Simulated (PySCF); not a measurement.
# A gas-phase reaction: BH3O + CuHO → BCuH2O + H2O

What reaction energy should one expect for `BO` + `[OH][Cu]` → `B[O][Cu]` + `O`?

Programs: PySCF 2.14.0. All values are calculated, for the isolated system unless a continuum is named. Atoms count from 0, parts from 1.

## 1. Starting point

Each species was relaxed by itself at PBE0-D3(BJ)/def2-SVPD.

## 2. Energies of the species: wB97M-D3(BJ)/def2-TZVPD

The job: settings as JSON, then the geometry in Å.

```
{"job": {"kind": "react", "xc": "wB97M-D3(BJ)", "basis": "def2-TZVPD"}, "charge": 0, "multiplicity": 1}
-1 BH3O charge 0 multiplicity 1
B     -0.412990    -0.063510    -0.005650
O      0.887610    -0.419440     0.008230
H     -0.729250     1.104910     0.019860
H     -1.223050    -0.955430    -0.044010
H      1.496040     0.324070     0.039140

-1 CuHO charge 0 multiplicity 1
O     -0.291020     0.249780     0.416930
Cu     0.073710     0.167610    -1.330980
H      0.212730    -0.416120     0.896520

+1 BCuH2O charge 0 multiplicity 1
B     -0.478670    -0.016610     0.121490
O      0.404660    -0.037550    -0.867340
Cu     2.152430     0.394050    -0.689040
H     -1.635440    -0.327900    -0.126000
H     -0.192490     0.294680     1.272470

+1 H2O charge 0 multiplicity 1
O      0.002620     0.389360    -0.004850
H     -0.764170    -0.189480     0.007440
H      0.761560    -0.199850    -0.002560
```

Level: wB97M-D3(BJ)/def2-TZVPD reaction energy of separated species, gas phase.

On the command line:

```sh
$ OMP_NUM_THREADS=1 python cluster_run.py task.json out
```

One launch serves the whole session: the jobs run in the order shown.

**Question.** The jobs that follow are: PBE0-D3(BJ)/def2-TZVPD reaction energy of separated species, gas phase; MP2/def2-TZVPD reaction energy of separated species, gas phase. Predict: reaction energy (wB97M-D3(BJ)/def2-TZVPD); ΔH, ΔG at 298 K (xTB thermal terms). Thermal terms come from harmonic xTB runs on each species.

**Answer**, as computed:

| quantity | value |
| --- | --- |
| reaction energy (wB97M-D3(BJ)/def2-TZVPD) | -4.75 kcal/mol |
| ΔH, ΔG at 298 K (xTB thermal terms) | -5.4, -5.3 kcal/mol |
| range of the reaction energy over the runs of this table | -5.02 to -4.75 kcal/mol |

**Reading.** The reaction is exothermic by 5.4 kcal/mol in the gas phase; dispersion gives -0.14, and xTB itself gave -3.57 for the electronic energy (xTB energies and thermal terms come from the earlier relaxation of each species, not shown). No barrier was sought. The reaction energy runs from -5.02 (MP2/def2-TZVPD) to -4.75 kcal/mol (wB97M-D3(BJ)/def2-TZVPD).
